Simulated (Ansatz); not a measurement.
# F3PSi: the cost of one run

Method: DFT wB97X-V, Gaussian basis aug-cc-pV(T+d)Z, and further levels as typed in the inputs, in Ansatz 0.2.0.

1 further run of the same task is left out (it didn't finish).

## 1. Starting point

Bond lengths: Si1–P2 2.206 Å, P2–F3 1.539 Å, P2–F4 1.568 Å, P2–F5 1.553 Å. Angles: Si1–P2–F3 119.8°, Si1–P2–F4 118.9°, Si1–P2–F5 120.1°, F3–P2–F4 98.0°, F3–P2–F5 97.9°, F4–P2–F5 97.3°.

As a file:

```xyz
5

Si    0.0005    0.0050    2.1900
P     0.0069   -0.0042   -0.0158
F     1.3445    0.0060   -0.7767
F    -0.6870    1.1762   -0.7809
F    -0.6712   -1.1667   -0.7916
```

## 2. Relaxing the atoms: F3PSi

The input, input.yaml:

```yaml
relax:
  f_tol: 0.001
  max_steps: 200
crystal:
  periodic: [false, false, false]
  atoms:
    - { symbol: Si, position_ang: [0.000506, 0.005, 2.190041] }
    - { symbol: P, position_ang: [0.006936, -0.004183, -0.015846] }
    - { symbol: F, position_ang: [1.344523, 0.005986, -0.776677] }
    - { symbol: F, position_ang: [-0.686975, 1.176187, -0.78088] }
    - { symbol: F, position_ang: [-0.671249, -1.166677, -0.791568] }
basis:
  gaussian: { orbitals: "aug-cc-pV(T+d)Z.json" }
hamiltonian:
  xc: { name: wB97X-V }
```

On the command line:

```
$ ansatz run input.yaml --threads 4 --pin off --max-ram 8192MiB --backend cpu --events-out ev --progress --plain --runs-dir out
```

What time and memory should one allow on 4 threads of Arm Neoverse N1, shared host?

About 6.6 min, with a peak of 1.3 GiB.
